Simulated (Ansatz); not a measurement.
# Ca3AsP: the cost of one run

Program: Ansatz 0.2.0 through its Python package. Level of theory: DFT revPBE, plane waves, PAW. These are calculated values, not measurements.

### Step 1. The structure

It takes space group Pm-3m (No. 221, cubic). The conventional cell has a = 5.334 Å, b = 5.334 Å, c = 5.334 Å, α = 90.00°, β = 90.00°, γ = 90.00°. Around Ca (site symmetry 4/mmm) lie 2 P at 2.67 Å and 8 Ca at 3.77 Å and 4 As at 3.77 Å. Around P (site symmetry m-3m) lie 6 Ca at 2.67 Å. Around As (site symmetry m-3m) lie 12 Ca at 3.77 Å.

The script holds or builds the structure itself.

### Step 2. The code

report_ca3asp.py

```python
'''One SCF of Ca3AsP and its post-processing.'''

from collections import Counter
from collections import defaultdict
from pathlib import Path
import json

import ansatz as az
import numpy as np
from pymatgen.core import Lattice, Structure
from pymatgen.io.ase import AseAtomsAdaptor

pmg_structure = Structure(
    Lattice([(5.333899, 0.0, 0.0), (0.0, 5.333899, 0.0), (0.0, 0.0, 5.333899)]),
    ['Ca', 'Ca', 'Ca', 'P', 'As'],
    [
        (0.0, 0.5, 0.5),
        (0.5, 0.0, 0.5),
        (0.5, 0.5, 0.0),
        (0.5, 0.5, 0.5),
        (0.0, 0.0, 0.0),
    ],
)
crystal = az.Crystal.from_ase(AseAtomsAdaptor.get_atoms(pmg_structure))

job = (
    crystal.calculation()
    .functional('revpbe')
    .basis(530)
    .kpoints(length=12)
    .occupations('Fixed')
    .eigensolver('auto', mixed_precision=False)
    .scf(tolerance=1e-07, extra_bands=4, lower_state_search='off')
    .compute(populations=True, density=True, electron_localization_function=True, output_files={'volumetric_format': 'npy'}, bader_charges=True, density_of_states={'energy_step': 0.05, 'method': 'smearing', 'broadening_width': 0.1, 'projected': True}, band_table=True)
)
done = job.run(events_out='events.ndjson')
r = done.report
with open('events.ndjson') as stream:
    kinds = Counter(json.loads(line)['event'] for line in stream)
print('events:', {kind: kinds[kind] for kind in ('scf_iter', 'scf_done', 'notice', 'finished')})

print('%-22s %14.5f eV' % ('F = E - TS', r['free_energy_ev']))
print('%-22s %14.5f eV' % ('E', r['internal_energy_ev']))
print('%-22s %14.5f eV' % ('Harris-Foulkes', r['harris_foulkes_ev']))
print('%-22s %14.5f eV' % ('Fermi level', r['fermi_energy_ev']))

files = Path(done.write_results('tables'))
print((files / 'populations.tsv').read_text())

# ELF is 0.5 in a uniform gas and nears 1 where pairs localise
folder = Path(done.write_results('elf'))
elf = np.load(folder / 'elf.npy')
peak = np.unravel_index(elf.argmax(), elf.shape)
print(f'largest ELF {elf.max():.3f} at grid fractions', np.round(np.array(peak) / elf.shape, 3))
for level in (0.2, 0.5, 0.7, 0.8, 0.9):
    print(f'share of the cell with ELF over {level}: {np.mean(elf > level):.3f}')

for term in (az.EnergyTerm.SMEARING, az.EnergyTerm.DISPERSION):
    print(f'F without {term.name.lower()}: {az.free_energy_without(r, term):.5f} eV')

charges = done.bader_charges()
for atom in charges.atoms:
    print(f'Bader charge {atom.symbol:2s} {atom.partial_charge_e:+.3f} e')

dos = done.density_of_states()
energy = np.asarray(dos.energies_ev) - dos.fermi_ev
projected = done.projected_density_of_states()
by_shell = defaultdict(float)
for site in projected.sites:
    for shell in site.shells:
        for part in shell.curves:
            by_shell[f'{site.species} {"spdf"[shell.l]}'] += np.sum(part.g_bin_mean_per_ev, axis=0)
print('E - E_F  ' + ' '.join(f'{name:>7s}' for name in by_shell))
for e in np.arange(-6, 6 + 0.1, 1.0):
    print(f'{e:7.1f}  ' + ' '.join(f'{np.interp(e, energy, curve):7.3f}' for curve in by_shell.values()))

# band edges over the mesh points; the true edges can lie between them
levels = np.array(r['eigenvalues_ev'])
filled = round(r['n_electrons'] / 2)
top, bottom = levels[:, filled - 1], levels[:, filled]
print('top of band', filled, 'at k =', r['kpoints_frac'][top.argmax()], f'{top.max():.4f} eV')
print('bottom of band', filled + 1, 'at k =', r['kpoints_frac'][bottom.argmin()], f'{bottom.min():.4f} eV')
print(f'gap by band count {bottom.min() - top.max():.3f} eV, least direct gap {(bottom - top).min():.3f} eV')
```

### Step 3. The input behind the calls

The engine receives this input:

```yaml
crystal:
  lattice:
    - [5.333899, 0.0, 0.0]
    - [0.0, 5.333899, 0.0]
    - [0.0, 0.0, 5.333899]
  atoms:
    - { symbol: Ca, position: [0.0, 0.5, 0.5] }
    - { symbol: Ca, position: [0.5, 0.0, 0.5] }
    - { symbol: Ca, position: [0.5, 0.5, 0.0] }
    - { symbol: P, position: [0.5, 0.5, 0.5] }
    - { symbol: As, position: [0.0, 0.0, 0.0] }
basis:
  ecutwfc: 530.0
kpoints:
  mp_grid:
    grid: [2, 2, 2]
hamiltonian:
  xc: revpbe
scf:
  n_extra_bands: 4
  convergence:
    dr2_threshold: 1.0e-07
  lower_state_search: "off"
  occupations:
    method: fixed
  eigensolver:
    kind: auto
    mixed_precision: false
output:
  write_density: true
  volumetric_format: npy
  populations: true
  elf: true
  bader: true
  dos:
    de: 0.05
    method:
      smearing:
        sigma: 0.1
    projected: true
  eigenvalues: true
```

### Step 4. Launch

Run with:

```
$ python report_ca3asp.py
```

What time and memory should one allow on 1 thread of Arm Neoverse V1, shared host?

About 28 s, with a peak of 0.49 GiB.
